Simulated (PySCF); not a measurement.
# C6H7FO: magnetic properties

Aim: compute the magnetic properties of C6H7FO (`C=C[C@H](C=O)C(=C)F`).

Computed with PySCF 2.14.0 and routines of our own; the level stands in each step. Atoms count from 0.

### Step 1. The starting structure

15 atoms, charge 0, multiplicity 1; geometry from: GFN2-xTB.

### Step 2. Magnetic properties: GIAO B97-2/pcSseg-1

The job: settings as JSON, then the geometry in Å.

```
{"job": {"kind": "mag", "xc": "B97-2", "basis": "pcSseg-1", "isotopologues": 2}, "charge": 0, "multiplicity": 1}
C      2.265772    -0.312566    -0.011964
C      1.021859    -0.383319    -0.444020
C     -0.170118    -0.439628     0.461962
C     -1.151667    -1.526888     0.045715
O     -1.086566    -2.168526    -0.959682
C     -0.960602     0.844400     0.474442
C     -0.900411     1.854008    -0.370122
F     -1.837433     0.885526     1.507142
H      2.505277    -0.270538     1.038360
H      3.100504    -0.291144    -0.690396
H      0.797459    -0.441704    -1.499238
H      0.134080    -0.644522     1.496188
H     -1.976438    -1.658579     0.770865
H     -0.213906     1.846546    -1.193678
H     -1.532224     2.714923    -0.244625
```

Method: GIAO B97-2/pcSseg-1 magnetisability, rotational g tensor and spin-rotation constants, non-relativistic, gas phase.

On the command line:

```sh
$ OMP_NUM_THREADS=1 python excited_run.py task.json out
```

This one command runs all jobs of the session in turn.

The log of the run:

```text
coarse grid: 13032 points
cycle   1  E = -407.4370615868  dE =  1.181e+00  |g| = 9.404e-01  |ddm| = 3.511e+00
cycle   2  E = -406.8616315683  dE =  5.754e-01  |g| = 1.939e+00  |ddm| = 2.563e+00
cycle   3  E = -407.6011814523  dE = -7.395e-01  |g| = 2.199e-01  |ddm| = 2.061e+00
cycle   4  E = -407.6104564927  dE = -9.275e-03  |g| = 8.217e-02  |ddm| = 2.398e-01
cycle   5  E = -407.6114285767  dE = -9.721e-04  |g| = 2.561e-02  |ddm| = 6.258e-02
cycle   6  E = -407.6115593080  dE = -1.307e-04  |g| = 6.157e-03  |ddm| = 2.193e-02
cycle   7  E = -407.6115666384  dE = -7.330e-06  |g| = 1.665e-03  |ddm| = 5.272e-03
final grid: 127664 points
cycle   8  E = -407.6680240005  dE = -6.075e-05  |g| = 9.414e-03  |ddm| = 3.713e-02
cycle   9  E = -407.6679928511  dE =  3.115e-05  |g| = 1.613e-02  |ddm| = 1.901e-02
cycle  10  E = -407.6680372064  dE = -4.436e-05  |g| = 2.199e-03  |ddm| = 1.324e-02
cycle  11  E = -407.6680381359  dE = -9.296e-07  |g| = 3.956e-04  |ddm| = 1.655e-03
cycle  12  E = -407.6680381553  dE = -1.939e-08  |g| = 1.636e-04  |ddm| = 4.197e-04
cycle  13  E = -407.6680381615  dE = -6.173e-09  |g| = 3.647e-05  |ddm| = 1.895e-04
cycle  14  E = -407.6680381618  dE = -2.894e-10  |g| = 1.224e-05  |ddm| = 3.307e-05
converged SCF energy = -407.6680381618

Magnetisability tensor (1e-30 J/T^2)
     -953.55        8.44      -85.12
        8.44    -1051.96       96.41
      -85.12       96.41     -780.26
isotropic -928.59   principal values   -1092.21   -971.09   -722.46
isotropic susceptibility -55.921 1e-6 cm^3/mol

Inertial axes            a          b          c
rot. const./GHz      2.3502     1.7540     1.2386
chi total           -53.744    -59.700    -54.318
chi diamagnetic    -600.192   -751.158  -1023.329
chi paramagnetic    546.448    691.458    969.011
quadrupole/D A       -3.206     -2.387      5.592
g nuclear            0.5713     0.5504     0.5443
g electronic        -0.6033    -0.5698    -0.5639
g total             -0.0320    -0.0194    -0.0196

Spin-rotation constants (kHz, H = +C I.J)
atom  isotope        aa         bb         cc
  7    19F        3.090      1.840      1.559
  8     1H       -0.237     -0.162      0.081
  9     1H        0.007     -0.108     -0.082
 10     1H       -0.199     -0.171      0.094
 11     1H       -0.284     -0.179      0.070
 12     1H        0.007     -0.029     -0.045
 13     1H       -0.038     -0.159     -0.052
 14     1H        0.163     -0.192     -0.122
  0    13C*       0.699      0.386      0.478
  1    13C*       0.719      0.424      0.520
  2    13C*       0.543      0.346      0.264
  3    13C*       0.893      0.919      0.410
  4    17O*      -1.409     -1.304     -0.522
  5    13C*       1.219      0.506      0.391
  6    13C*       0.906      0.313      0.278
* in the singly substituted isotopologue

Isotopologues: g along a, b, c
2H    at 8,9,10,11,12,1    -0.0290    -0.0167    -0.0182
13C   at 0                 -0.0321    -0.0187    -0.0193
```

Run time: 21 s. Hardware: 1 thread of Arm Neoverse V2, shared host; peak memory 0.85 GiB.

In short:

```csv
quantity,value
magnetisability,-929·10⁻³⁰ J/T²
molar susceptibility,-55.9·10⁻⁶ cm³/mol
"rotational g (a, b, c)","-0.0320, -0.0194, -0.0196"
```

### Step 3. Magnetic properties: GIAO KT3/3-21G

The job, as its differences from that of step 2:

```diff
@@ -1,2 +1,2 @@
-{"job": {"kind": "mag", "xc": "B97-2", "basis": "pcSseg-1", "isotopologues": 2}, "charge": 0, "multiplicity": 1}
+{"job": {"kind": "mag", "xc": "KT3", "basis": "3-21G", "scf": {"damp": 2.0, "max_cycle": 95}}, "charge": 0, "multiplicity": 1}
 C      2.265772    -0.312566    -0.011964
```

Method: GIAO KT3/3-21G magnetisability, rotational g tensor and spin-rotation constants, non-relativistic, gas phase.

The log of the run:

```text
damping 2.00 in the first 6 cycles
final grid: 127664 points
cycle   1  E = -411.3066963246  dE =  9.621e-01  |g| = 1.017e+00  |ddm| = 3.995e+00
cycle   2  E = -409.3416552407  dE =  1.965e+00  |g| = 3.256e+00  |ddm| = 1.938e+00
cycle   3  E = -393.9342068007  dE =  1.541e+01  |g| = 8.480e+00  |ddm| = 1.065e+01
cycle   4  E = -348.4892037771  dE =  4.545e+01  |g| = 1.083e+01  |ddm| = 1.395e+01
cycle   5  E = -261.7053018277  dE =  8.678e+01  |g| = 1.010e+01  |ddm| = 1.530e+01
cycle   6  E = -308.0799959804  dE = -4.637e+01  |g| = 1.075e+01  |ddm| = 9.225e+01
cycle   7  E = -302.2735071365  dE =  5.806e+00  |g| = 9.021e+00  |ddm| = 9.943e+01
cycle   8  E = -321.0818786773  dE = -1.881e+01  |g| = 1.051e+01  |ddm| = 6.060e+01
cycle   9  E = -402.4560025496  dE = -8.137e+01  |g| = 4.293e+00  |ddm| = 4.580e+01
cycle  10  E = -365.6508532172  dE =  3.681e+01  |g| = 8.650e+00  |ddm| = 5.109e+01
cycle  11  E = -406.0420593199  dE = -4.039e+01  |g| = 3.836e+00  |ddm| = 4.959e+01
cycle  12  E = -403.6366276411  dE =  2.405e+00  |g| = 3.862e+00  |ddm| = 9.251e+00
cycle  13  E = -411.0178671782  dE = -7.381e+00  |g| = 1.434e+00  |ddm| = 1.298e+01
cycle  14  E = -409.0126179911  dE =  2.005e+00  |g| = 2.319e+00  |ddm| = 3.533e+00
cycle  15  E = -411.4103105980  dE = -2.398e+00  |g| = 6.091e-01  |ddm| = 3.849e+00
cycle  16  E = -411.4882456877  dE = -7.794e-02  |g| = 3.160e-01  |ddm| = 9.497e-01
cycle  17  E = -411.5003234994  dE = -1.208e-02  |g| = 2.515e-01  |ddm| = 4.840e-01
cycle  18  E = -411.5164476793  dE = -1.612e-02  |g| = 6.952e-02  |ddm| = 3.064e-01
cycle  19  E = -411.5172014648  dE = -7.538e-04  |g| = 4.831e-02  |ddm| = 1.279e-01
cycle  20  E = -411.5177203827  dE = -5.189e-04  |g| = 1.973e-02  |ddm| = 6.410e-02
cycle  21  E = -411.5178324086  dE = -1.120e-04  |g| = 2.251e-03  |ddm| = 2.694e-02
cycle  22  E = -411.5178337163  dE = -1.308e-06  |g| = 9.406e-04  |ddm| = 4.028e-03
cycle  23  E = -411.5178339065  dE = -1.902e-07  |g| = 2.450e-04  |ddm| = 1.481e-03
cycle  24  E = -411.5178339069  dE = -3.524e-10  |g| = 2.139e-04  |ddm| = 4.526e-04
cycle  25  E = -411.5178339180  dE = -1.111e-08  |g| = 3.331e-05  |ddm| = 2.551e-04
cycle  26  E = -411.5178339182  dE = -2.492e-10  |g| = 1.588e-05  |ddm| = 5.593e-05
converged SCF energy = -411.5178339182

Magnetisability tensor (1e-30 J/T^2)
     -959.61       13.68      -76.12
       13.68    -1058.98       94.95
      -76.12       94.95     -795.13
isotropic -937.91   principal values   -1100.05   -971.01   -742.66
isotropic susceptibility -56.482 1e-6 cm^3/mol

Inertial axes            a          b          c
rot. const./GHz      2.3502     1.7540     1.2386
chi total           -54.781    -59.729    -54.935
chi diamagnetic    -598.379   -748.889  -1020.613
chi paramagnetic    543.598    689.159    965.677
quadrupole/D A       -2.436     -2.392      4.828
g nuclear            0.5713     0.5504     0.5443
g electronic        -0.6002    -0.5679    -0.5619
g total             -0.0289    -0.0175    -0.0176

Spin-rotation constants (kHz, H = +C I.J)
atom  isotope        aa         bb         cc
  7    19F        3.061      1.575      1.484
  8     1H       -0.250     -0.172      0.067
  9     1H       -0.019     -0.121     -0.088
 10     1H       -0.216     -0.176      0.079
 11     1H       -0.293     -0.193      0.059
 12     1H       -0.009     -0.040     -0.051
 13     1H       -0.054     -0.170     -0.064
 14     1H        0.132     -0.208     -0.131
  0    13C*       0.546      0.306      0.371
  1    13C*       0.554      0.331      0.398
  2    13C*       0.426      0.278      0.217
  3    13C*       0.699      0.722      0.322
  4    17O*      -1.197     -1.097     -0.440
  5    13C*       0.944      0.408      0.310
  6    13C*       0.704      0.243      0.220
* in the singly substituted isotopologue
```

Run time: 16 s. Hardware: 1 thread of Arm Neoverse V2, shared host; peak memory 0.52 GiB.

Despite a damping factor outside the range 0 to 1, the SCF converged in 26 cycles.

In short:

| quantity | value |
| --- | --- |
| magnetisability | -938·10⁻³⁰ J/T² |
| molar susceptibility | -56.5·10⁻⁶ cm³/mol |
| rotational g (a, b, c) | -0.0289, -0.0175, -0.0176 |

### Step 4. Magnetic properties side by side

```
              level  ξ (10⁻³⁰ J/T²)     g(a)     g(b)  gap (eV)  functions  time
GIAO B97-2/pcSseg-1            -929  -0.0320  -0.0194      5.99        171  21 s
     GIAO KT3/3-21G            -938  -0.0289  -0.0175      4.01         86  16 s
```

### Step 5. Summary of results

| quantity | value |
| --- | --- |
| magnetisability (step 2, GIAO B97-2/pcSseg-1) | -929·10⁻³⁰ J/T² |
| molar susceptibility (step 2, GIAO B97-2/pcSseg-1) | -55.9·10⁻⁶ cm³/mol |
| rotational g (a, b, c) (step 2, GIAO B97-2/pcSseg-1) | -0.0320, -0.0194, -0.0196 |
| magnetisability over the levels | -938 to -929·10⁻³⁰ J/T² |

**Reading.** The magnetisability spreads by 1.0 % over 2 levels of like cost. Two levels can agree by chance, so this spread shows no convergence. Vibrational averaging and real surroundings are missing from these values.
